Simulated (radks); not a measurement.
# Nb with its nuclear charge varied continuously

An exercise on one series of results from a longer session: the logs are not shown, and one member is left open.

Method: Dirac Kohn-Sham, LDA (Slater exchange, Perdew-Wang correlation), spin-unpolarised, spherical densities, finite nucleus; open shells fill j = l - 1/2 first. Code: radks (a radial shooting solver on a logarithmic mesh, Libxc functionals) version 1.

### What is computed

* element: niobium (Z = 41)
* charge: 0
* electrons: 41
* configuration: [Kr] 4d4 5s1
* nuclear rms radius: 4.324 fm

The first run:

Settings of this run:

```text
Z 41
configuration [Kr] 4d4 5s1
relativity Dirac
functional lda,pw
spin unpolarised
j_filling energy
nucleus finite rms 4.324 fm
c 137.035999084
```

Steps of the session up to this table: Z = 41.

One table of the session follows, with a row left open; its other results are not shown here.

Radial moments (bohr):

| level | <r> | outermost maximum (interpolated) | 90 % within | nodes |
| --- | --- | --- | --- | --- |
| 3d3/2 | ? | ? | ? | ? |
| 3d5/2 | 0.4348 | 0.335 | 0.698 | 0 |
| 4s1/2 | 1.158 | 1.03 | 1.69 | 3 |
| 4p1/2 | 1.281 | 1.10 | 1.91 | 2 |
| 4p3/2 | 1.314 | 1.13 | 1.96 | 2 |
| 5s1/2 | 3.691 | 3.06 | 5.54 | 4 |
| 4d3/2 | 2.207 | 1.50 | 3.72 | 1 |
| 4d5/2 | 2.242 | 1.51 | 3.78 | 1 |

Q: Estimate the row for 3d3/2 from the others.

As computed: <r>: 0.4313; outermost maximum (interpolated): 0.332; 90 % within: 0.692; nodes: 0. In the column «<r>» it is the lowest.
